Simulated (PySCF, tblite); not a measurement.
# Si₄H₁₀O₃, a small molecule taken as a stand-in for a surface group: NMR shifts, core binding energies and electronic excitations, part 1 of 2

What NMR shifts, core binding energies and electronic excitations should one expect for `O[Si]([SiH3])(O[SiH3])O[SiH3]`?

Programs: tblite 0.8.0 and PySCF 2.14.0. All values are calculated, for the isolated system unless a continuum is named. Atoms count from 0, parts from 1.

## 1. The system as given

17 atoms, charge 0, multiplicity 1; geometry: distance geometry start.

## 2. Relaxing the cluster with GFN2-xTB

Job settings and geometry (Å):

```
{"job": {"kind": "relax", "xc": "GFN2-xTB", "basis": "xTB"}, "charge": 0, "multiplicity": 1}
Si    -1.030884    -1.069190     0.871875
Si     1.027555    -1.774503     1.396585
O     -1.801734    -2.297911    -0.119222
Si    -1.216169    -2.942748    -1.643440
O     -0.890238     0.427835    -0.067780
Si    -2.014652     0.941252    -1.337665
O     -1.932485    -0.789701     2.339944
H      1.980451    -1.009414     0.724544
H      1.232353    -1.646377     2.810229
H      1.185798    -3.129029     1.043310
H      0.158739    -3.299755    -1.517596
H     -1.950647    -4.086006    -2.040055
H     -1.342536    -1.945974    -2.647799
H     -3.150291     1.513767    -0.753214
H     -1.375176     1.896412    -2.176921
H     -2.402482    -0.206548    -2.098809
H     -2.221378     0.108477     2.632460
```

Level: GFN2-xTB geometry optimisation, gas phase.

Run with:

```bash
$ OMP_NUM_THREADS=1 python cluster_run.py task.json out
```

One launch serves the whole session: the jobs run in the order shown.

What it wrote:

```text
step      E/eV     max force
  0    -664.52176    3.134
  1    -665.15049    2.146
  2    -665.54264    1.353
  3    -665.62151    0.744
  4    -665.71055    0.947
  5    -665.76530    0.908
  6    -665.86039    0.592
  7    -665.91082    0.607
  8    -665.96591    0.700
  9    -666.01226    0.601
 10    -666.04350    0.449
 11    -666.05977    0.401
 12    -666.07302    0.346
 13    -666.08786    0.336
 14    -666.10213    0.427
 15    -666.11224    0.281
 16    -666.11713    0.179
 17    -666.12097    0.160
 18    -666.12623    0.212
 19    -666.13202    0.219
 20    -666.13774    0.207
 21    -666.14349    0.216
 22    -666.14986    0.221
 23    -666.15651    0.234
 24    -666.16376    0.248
 25    -666.17226    0.201
 26    -666.18166    0.269
 27    -666.19038    0.278
 28    -666.19713    0.192
 29    -666.20135    0.200
 30    -666.20462    0.197
 31    -666.20977    0.299
 32    -666.21695    0.309
 33    -666.22374    0.188
 34    -666.22760    0.103
 35    -666.22952    0.095
 36    -666.23103    0.119
 37    -666.23329    0.107
 38    -666.23631    0.105
 39    -666.23907    0.094
 40    -666.24076    0.077
 41    -666.24203    0.082
 42    -666.24328    0.093
 43    -666.24453    0.089
 44    -666.24592    0.076
 45    -666.24789    0.077
 46    -666.24966    0.096
 47    -666.25081    0.091
 48    -666.25170    0.063
 49    -666.25222    0.046
 50    -666.25260    0.043
 51    -666.25304    0.052
 52    -666.25350    0.046
 53    -666.25391    0.054
 54    -666.25417    0.055
 55    -666.25440    0.049
 56    -666.25479    0.065
 57    -666.25555    0.104
 58    -666.25654    0.123
 59    -666.25763    0.128
 60    -666.25880    0.103
 61    -666.26000    0.110
 62    -666.26147    0.140
 63    -666.24626    1.103
 64    -666.26314    0.146
 65    -666.26444    0.140
 66    -666.26288    0.893
 67    -666.26913    0.143
 68    -666.27183    0.086
 69    -666.25440    1.380
 70    -666.27484    0.090
 71    -666.27655    0.097
 72    -666.27405    0.861
 73    -666.27997    0.145
 74    -666.28135    0.184
 75    -666.28319    0.667
 76    -666.28670    0.257
 77    -666.28945    0.172
 78    -666.29840    0.206
 79    -666.30006    0.140
 80    -666.30115    0.112
 81    -666.30246    0.089
 82    -666.30389    0.176
 83    -666.30467    0.147
 84    -666.30605    0.191
 85    -666.30688    0.160
 86    -666.30767    0.120
 87    -666.30833    0.086
 88    -666.30895    0.072
 89    -666.30947    0.040
 90    -666.30997    0.054
 91    -666.31047    0.092
 92    -666.31078    0.083
 93    -666.31115    0.041
 94    -666.31147    0.038
 95    -666.31166    0.038
 96    -666.31200    0.037
 97    -666.31234    0.048
 98    -666.31268    0.066
 99    -666.31304    0.062
100    -666.31353    0.038
101    -666.31395    0.042
102    -666.31418    0.059
103    -666.31426    0.049
104    -666.31441    0.042
105    -666.31453    0.051
106    -666.31473    0.039
107    -666.31482    0.022
108    -666.31489    0.014
109    -666.31492    0.014
110    -666.31496    0.016
111    -666.31500    0.017
112    -666.31505    0.020
113    -666.31511    0.026
114    -666.31517    0.023
115    -666.31524    0.022
116    -666.31531    0.019
117    -666.31538    0.024
118    -666.31547    0.023
119    -666.31558    0.031
120    -666.31572    0.031
121    -666.31586    0.022
122    -666.31599    0.024
123    -666.31612    0.024
124    -666.31626    0.027
125    -666.31639    0.027
126    -666.31651    0.028
127    -666.31660    0.025
128    -666.31669    0.021
129    -666.31676    0.016
130    -666.31682    0.017
131    -666.31687    0.018
132    -666.31694    0.027
133    -666.31705    0.032
134    -666.31719    0.035
135    -666.31732    0.041
136    -666.31742    0.034
137    -666.31751    0.026
138    -666.31762    0.035
139    -666.31779    0.037
140    -666.31799    0.040
141    -666.31821    0.037
142    -666.31847    0.064
143    -666.31892    0.094
144    -666.31927    0.102
145    -666.32030    0.056
146    -666.32101    0.056
147    -666.32136    0.047
148    -666.32163    0.054
149    -666.32210    0.059
150    -666.32288    0.059
151    -666.32340    0.058
152    -666.32385    0.060
153    -666.32416    0.075
154    -666.32459    0.060
155    -666.32504    0.061
156    -666.32536    0.048
157    -666.32554    0.029
158    -666.32568    0.034
159    -666.32584    0.036
160    -666.32606    0.050
161    -666.32641    0.057
162    -666.32683    0.068
163    -666.32718    0.061
164    -666.32742    0.038
165    -666.32763    0.039
166    -666.32790    0.049
167    -666.32846    0.072
168    -666.32883    0.054
169    -666.32915    0.032
170    -666.32931    0.045
171    -666.32952    0.063
172    -666.32982    0.063
173    -666.33017    0.045
174    -666.33050    0.043
175    -666.33076    0.049
176    -666.33100    0.059
177    -666.33130    0.050
178    -666.33160    0.037
179    -666.33180    0.028
180    -666.33195    0.040
181    -666.33208    0.039
182    -666.33225    0.023
183    -666.33242    0.024
184    -666.33258    0.029
185    -666.33275    0.039
186    -666.33295    0.036
187    -666.33318    0.032
188    -666.33341    0.035
189    -666.33365    0.035
190    -666.33385    0.037
191    -666.33395    0.020
192    -666.33404    0.021
193    -666.33411    0.019
194    -666.33420    0.029
195    -666.33431    0.027
196    -666.33442    0.023
197    -666.33451    0.020
198    -666.33459    0.018
199    -666.33468    0.021
200    -666.33477    0.025
201    -666.33477    0.025
202    -666.33825    0.063
203    -666.33906    0.141
204    -666.34052    0.053
205    -666.34098    0.093
206    -666.34254    0.079
207    -666.34262    0.140
208    -666.34347    0.030
209    -666.34365    0.069
210    -666.34400    0.026
211    -666.34414    0.075
212    -666.34434    0.051
213    -666.34457    0.033
214    -666.34470    0.060
215    -666.34468    0.126
216    -666.34482    0.101
217    -666.34496    0.116
218    -666.34547    0.033
219    -666.34577    0.038
220    -666.34615    0.052
221    -666.34649    0.094
222    -666.34642    0.078
223    -666.34673    0.068
224    -666.34696    0.075
225    -666.34725    0.020
226    -666.34736    0.037
227    -666.34750    0.022
228    -666.34763    0.022
229    -666.34763    0.025
230    -666.34766    0.019
231    -666.34768    0.012
232    -666.34769    0.011
233    -666.34769    0.012
234    -666.34770    0.005
```

Wall time 7.1 s (1 thread of Arm Neoverse V2, shared host).

The steps of the relaxation: (the energy doesn't fall at every step)

```
step  energy from step 0 (eV)  largest force (eV/Å)
   0                   0.0000                3.1341
   9                  -1.4905                0.6009
  18                  -1.6045                0.2116
  27                  -1.6686                0.2772
  36                  -1.7093                0.1184
  45                  -1.7261                0.0773
  54                  -1.7324                0.0554
  63                  -1.7245                1.1028
  72                  -1.7523                0.8611
  81                  -1.7807                0.0886
  90                  -1.7882                0.0540
  99                  -1.7913                0.0622
 108                  -1.7931                0.0137
 117                  -1.7936                0.0240
 126                  -1.7948                0.0282
 135                  -1.7956                0.0405
 144                  -1.7975                0.1021
 153                  -1.8024                0.0757
 162                  -1.8051                0.0684
 171                  -1.8078                0.0632
 180                  -1.8102                0.0401
 189                  -1.8119                0.0352
 198                  -1.8128                0.0184
 207                  -1.8209                0.1400
 216                  -1.8231                0.1008
 225                  -1.8255                0.0193
 234                  -1.8259                0.0051
```

Close pairs (by a distance rule), those that changed most:

```
   bond  before (Å)  after (Å)  change (Å)
 O4–Si5       1.772      1.616      -0.156
 Si0–O4       1.773      1.630      -0.143
 O2–Si3       1.756      1.616      -0.140
 Si0–O6       1.745      1.618      -0.128
 Si0–O2       1.757      1.629      -0.128
 Si1–H7       1.395      1.473      +0.078
 Si1–H9       1.409      1.470      +0.061
Si5–H13       1.400      1.461      +0.061
```

## 3. Optimising the geometry at PBE0-D3(BJ)/def2-SVP

Job settings and geometry (Å):

```
{"job": {"xc": "PBE0", "basis": "def2-SVP", "d3": "d3bj", "grid": 2, "kind": "geom", "shake": 0.01}, "charge": 0, "multiplicity": 1}
Si    -0.006775    -0.192598     1.009652
Si     2.130731     0.369701     1.453919
O     -0.170262    -1.409408    -0.052624
Si    -0.236864    -1.944478    -1.565908
O     -0.865422     1.067009     0.347267
Si    -1.302092     1.903565    -0.964246
O     -0.739134    -0.595349     2.389364
H      2.688858     1.400543     0.535338
H      2.319514     0.922787     2.826276
H      3.048039    -0.773909     1.355871
H      0.423161    -3.229923    -1.514614
H     -1.687836    -2.097102    -1.863318
H      0.335437    -0.979265    -2.480604
H     -1.975470     3.078329    -0.396395
H     -0.097839     2.223989    -1.723080
H     -2.204834     1.087869    -1.755690
H     -1.668725    -0.831959     2.418880
```

What it wrote:

```text
step   0  E = -1388.57366134  max force = 0.025508
step   1  E = -1388.58838766  max force = 0.004203
step   2  E = -1388.58867161  max force = 0.001194
step   3  E = -1388.58881352  max force = 0.001446
step   4  E = -1388.58897312  max force = 0.003209
step   5  E = -1388.58906643  max force = 0.002602
step   6  E = -1388.58922367  max force = 0.001290
step   7  E = -1388.58932680  max force = 0.002121
step   8  E = -1388.58954471  max force = 0.004013
step   9  E = -1388.58966507  max force = 0.002799
step  10  E = -1388.58972835  max force = 0.000432
step  11  E = -1388.58973282  max force = 0.000276
optimisation converged
```

Run time: 3.2 min. Hardware: 1 thread of Arm Neoverse V2, shared host; peak memory 0.9 GiB.

Step by step:

```
step  energy from step 0 (eV)  largest force component (eV/Å)
   0                   0.0000                          1.3117
   1                  -0.4007                          0.2161
   2                  -0.4085                          0.0614
   3                  -0.4123                          0.0744
   4                  -0.4167                          0.1650
   5                  -0.4192                          0.1338
   6                  -0.4235                          0.0663
   7                  -0.4263                          0.1091
   8                  -0.4322                          0.2064
   9                  -0.4355                          0.1439
  10                  -0.4372                          0.0222
  11                  -0.4373                          0.0142
```

Distances of close pairs at the start and the end, largest changes first:

```
   bond  before (Å)  after (Å)  change (Å)
Si0–Si1       2.254      2.328      +0.074
 O2–Si3       1.606      1.660      +0.053
Si3–H12       1.448      1.496      +0.048
Si3–H10       1.446      1.490      +0.044
Si5–H15       1.451      1.495      +0.043
 O4–Si5       1.616      1.657      +0.041
Si5–H14       1.459      1.494      +0.035
 Si0–O6       1.613      1.646      +0.033
```

The end geometry stands in the next job.

```
                         at the end point                value
  point group (found at 0.08 Å tolerance)                   C1
rotational constants (GHz, main isotopes)  1.048, 0.970, 0.708
                        dipole moment (D)                 1.52
```

## 4. Shielding tensors: PBE0/pcSseg-1

Job settings and geometry (Å):

```
{"job": {"kind": "nmr", "xc": "PBE0", "basis": "pcSseg-1"}, "charge": 0, "multiplicity": 1}
Si    -0.114737    -0.231391     1.081083
Si     2.119313     0.333024     1.412535
O     -0.242395    -1.526629     0.057036
Si    -0.265841    -1.978670    -1.539650
O     -0.942696     1.030308     0.404856
Si    -1.220791     2.008168    -0.903630
O     -0.774902    -0.617473     2.538829
H      2.721442     0.663150     0.082002
H      2.250813     1.526711     2.301544
H      2.874375    -0.812527     2.003936
H      0.441950    -3.282114    -1.679909
H     -1.674828    -2.122973    -2.009600
H      0.422644    -0.947251    -2.376289
H     -2.200937     3.059232    -0.512719
H      0.052637     2.649075    -1.349647
H     -1.778713     1.202578    -2.032395
H     -1.677070    -0.953654     2.542212
```

With the program's defaults for keys left out, this is: GIAO PBE0/pcSseg-1 NMR shielding, non-relativistic, gas phase.

What it wrote:

```text
coarse grid: 15960 points
cycle   1  E = -1388.7505320886  dE =  4.528e-01  |g| = 1.180e+00  |ddm| = 3.760e+00
cycle   2  E = -1388.3629037598  dE =  3.876e-01  |g| = 1.849e+00  |ddm| = 2.200e+00
cycle   3  E = -1388.9884798365  dE = -6.256e-01  |g| = 1.137e-01  |ddm| = 1.563e+00
cycle   4  E = -1388.9901265245  dE = -1.647e-03  |g| = 7.826e-02  |ddm| = 1.571e-01
cycle   5  E = -1388.9911813993  dE = -1.055e-03  |g| = 1.353e-02  |ddm| = 5.737e-02
cycle   6  E = -1388.9912143645  dE = -3.297e-05  |g| = 1.985e-03  |ddm| = 1.302e-02
cycle   7  E = -1388.9912152156  dE = -8.511e-07  |g| = 4.684e-04  |ddm| = 2.859e-03
final grid: 135048 points
cycle   8  E = -1389.0588882873  dE = -1.126e-05  |g| = 9.513e-03  |ddm| = 1.689e-02
cycle   9  E = -1389.0588686354  dE =  1.965e-05  |g| = 1.422e-02  |ddm| = 1.470e-02
cycle  10  E = -1389.0589026273  dE = -3.399e-05  |g| = 6.017e-04  |ddm| = 9.354e-03
cycle  11  E = -1389.0589026759  dE = -4.860e-08  |g| = 3.108e-04  |ddm| = 6.259e-04
cycle  12  E = -1389.0589026924  dE = -1.650e-08  |g| = 2.937e-05  |ddm| = 2.046e-04
cycle  13  E = -1389.0589026926  dE = -1.442e-10  |g| = 6.024e-06  |ddm| = 3.812e-05
converged SCF energy = -1389.0589026926

GIAO shielding tensors (ppm)
atom      isotropic    diamagn.    paramagn.     s11        s22        s33       span
  0 Si     396.383     880.654    -484.271    373.629    396.850    418.670     45.041
  1 Si     470.412     881.640    -411.228    464.240    467.425    479.573     15.332
  2 O      264.959     403.974    -139.014    217.971    269.214    307.694     89.723
  3 Si     392.232     879.791    -487.559    346.796    367.393    462.507    115.711
  4 O      262.525     404.141    -141.617    210.289    271.768    305.517     95.227
  5 Si     393.129     879.791    -486.662    351.669    361.824    465.894    114.225
  6 O      259.039     388.005    -128.966    216.196    249.452    311.469     95.273
  7 H       28.001      31.196      -3.194     24.859     26.774     32.371      7.512
  8 H       27.939      29.166      -1.227     24.648     25.743     33.426      8.778
  9 H       27.964      29.097      -1.133     24.686     25.725     33.481      8.794
 10 H       26.315      28.580      -2.265     22.901     24.390     31.655      8.753
 11 H       26.230      29.514      -3.284     23.056     24.363     31.273      8.217
 12 H       26.160      31.444      -5.283     22.967     25.357     30.157      7.190
 13 H       26.274      28.319      -2.045     22.875     24.241     31.707      8.832
 14 H       26.184      30.256      -4.072     22.772     25.079     30.700      7.928
 15 H       26.083      30.513      -4.430     22.427     25.392     30.429      8.002
 16 H       29.018      30.764      -1.746     21.513     23.252     42.289     20.775
```

It took 25 s on 1 thread of Arm Neoverse V2, shared host; peak memory 0.99 GiB.

The references, computed at this level on geometries of the same kind, shield at (ppm): ¹H TMS 31.27, ²⁹Si TMS 352.0, ¹⁷O H2O 334.6. Their shielding less the atom's gives the shift. The references are single molecules in the gas phase, so shifts against H2O, NH3, PH3, H3PO4 or CFCl3 are not on the usual liquid scales and can be off by tens of ppm.

```
atoms                         environment  σ (ppm)  δ (ppm)
  H15   hydrogen on a silicon bonded to O    26.08     5.18
  H12   hydrogen on a silicon bonded to O    26.16     5.11
  H14   hydrogen on a silicon bonded to O    26.18     5.08
  H11   hydrogen on a silicon bonded to O    26.23     5.04
  H13   hydrogen on a silicon bonded to O    26.27     4.99
  H10   hydrogen on a silicon bonded to O    26.32     4.95
   H8  hydrogen on a silicon bonded to Si    27.94     3.33
   H9  hydrogen on a silicon bonded to Si    27.96     3.30
   H7  hydrogen on a silicon bonded to Si    28.00     3.27
  H16  hydrogen on an oxygen bonded to Si    29.02     2.25
  Si3            silicon bonded to O, 3 H    392.2    -40.2
  Si5            silicon bonded to O, 3 H    393.1    -41.1
  Si0           silicon bonded to 3 O, Si    396.4    -44.4
  Si1           silicon bonded to Si, 3 H    470.4   -118.4
   O6              oxygen bonded to Si, H    259.0     75.5
   O4               oxygen bonded to 2 Si    262.5     72.0
   O2               oxygen bonded to 2 Si    265.0     69.6
```

The run also stored atomic charges by several schemes (e):

```
atoms  Mulliken    IAO  Hirshfeld  ESP fit
  Si0      1.15   1.35       0.45     0.89
  Si1      0.09   0.21       0.21     0.16
   O2     -0.77  -0.88      -0.32    -0.53
  Si3      0.70   0.85       0.39     0.58
   O4     -0.76  -0.88      -0.31    -0.52
  Si5      0.71   0.85       0.39     0.59
   O6     -0.55  -0.78      -0.31    -0.74
```

Mayer bond orders: Si0–Si1 0.92, Si0–O2 0.88, O2–Si3 0.90, Si0–O4 0.88, O4–Si5 0.91, Si0–O6 1.09.

(Continued in part 2 of 2.)
